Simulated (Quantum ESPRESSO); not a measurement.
Crystal: ZrB.

```
Zr B
1.0
     0.00000    2.32500    2.32500
     2.32500    0.00000    2.32500
     2.32500    2.32500    0.00000
Zr B
1 1
Direct
  0.00000 0.00000 0.00000
  0.50000 0.50000 0.50000
```

| Item | Value |
| --- | --- |
| Program | Quantum ESPRESSO 7.5 |
| Task | phonons and electron-phonon coupling |
| Functional | PBEsol |
| Potentials or basis | GBRV 1.5 PBEsol |
| Cutoff | 612 eV |
| Density cutoff | 4898 eV |
| k mesh | 8 × 8 × 8 |
| Occupations | methfessel-paxton, width 0.272 eV |
| Spin | no spin polarisation |
| Mixing beta | 0.5 |
| Most SCF iterations | 120 |
| SCF threshold | 4e-10 Ry |
| q mesh | 4 × 4 × 4 |

The cell and the atoms were relaxed first, to 14.37 Å³/atom (a = 3.438 Å, b = 3.438 Å, c = 3.438 Å, α = 60.00°, β = 60.00°, γ = 60.00°), and the response was taken there.

Levels for the coupling come from a 24 × 24 × 24 mesh; ten broadenings of the double delta from 0.07 to 0.68 eV; Tc from the McMillan formula in the Allen-Dynes form.

How strong is the electron-phonon coupling, and what superconducting temperature follows?

Over broadenings from 0.27 to 0.54 eV, λ lies between 0.46 and 0.47 and ω_log near 377 K, which gives Tc from 3.2 to 3.6 K at μ* = 0.10 and from 1.7 to 2.0 K at μ* = 0.13.

Electron-phonon coupling by broadening of the double delta (levels on a 24 × 24 × 24 mesh):
```csv
broadening (eV),λ,N(E_F) (states/eV a spin and cell),ω_log (K),"Tc, μ* 0.10 (K)","Tc, μ* 0.13 (K)"
0.07,0.56,0.546,392,7.2,4.8
0.14,0.49,0.573,383,4.2,2.5
0.20,0.46,0.578,381,3.3,1.8
0.27,0.46,0.585,380,3.2,1.7
0.34,0.46,0.593,379,3.2,1.8
0.41,0.46,0.600,377,3.4,1.9
0.48,0.47,0.607,376,3.5,1.9
0.54,0.47,0.613,375,3.6,2.0
0.61,0.47,0.617,375,3.6,2.1
0.68,0.47,0.619,374,3.7,2.1
```

The same from a weighted sum over the computed q points, without interpolation:
```csv
broadening (eV),λ,ω_log (K),"Tc, μ* 0.10 (K)","Tc, μ* 0.13 (K)"
0.07,0.56,398,7.3,4.9
0.14,0.49,387,4.3,2.6
0.20,0.46,387,3.4,1.9
0.27,0.46,386,3.2,1.7
0.34,0.46,386,3.3,1.8
0.41,0.46,385,3.3,1.8
0.48,0.46,384,3.4,1.9
0.54,0.47,384,3.5,2.0
0.61,0.47,384,3.6,2.0
0.68,0.47,384,3.6,2.0
```

Coupling and linewidth of each mode at the computed q points (broadening 0.27 eV):
```csv
q,cm⁻¹,λ of the modes,linewidths (GHz)
"(0.00, 0.00, 0.25)",131 131 172 441 441 465,0.04 0.04 0.04 0.10 0.10 0.07,5 5 9 126 127 105
"(0.00, 0.00, -0.50)",196 199 199 421 421 465,0.19 0.04 0.04 0.11 0.11 0.12,50 11 10 131 134 175
"(0.00, 0.25, 0.25)",102 102 198 447 470 470,0.23 0.23 0.07 0.12 0.05 0.05,17 16 17 168 78 78
"(0.00, 0.25, -0.50)",169 184 210 436 449 503,0.06 0.05 0.05 0.08 0.07 0.04,11 12 16 99 101 74
"(0.00, 0.25, -0.25)",147 192 196 403 453 475,0.09 0.16 0.03 0.11 0.11 0.06,13 40 9 118 154 85
"(0.00, -0.50, -0.50)",153 153 217 453 453 532,0.14 0.14 0.04 0.10 0.09 0.04,22 22 12 136 129 78
"(0.25, -0.50, -0.25)",187 187 191 407 487 487,0.04 0.04 0.11 0.10 0.04 0.04,9 9 28 113 71 71
```

The smallest broadenings aren't converged on these meshes, and μ* is assumed, not computed; spin fluctuations are left out.

Caveat: the mesh is thin for the phonons of a metal; λ from interpolated matrix elements is rough: modes that symmetry makes equal can differ by tens of percent.
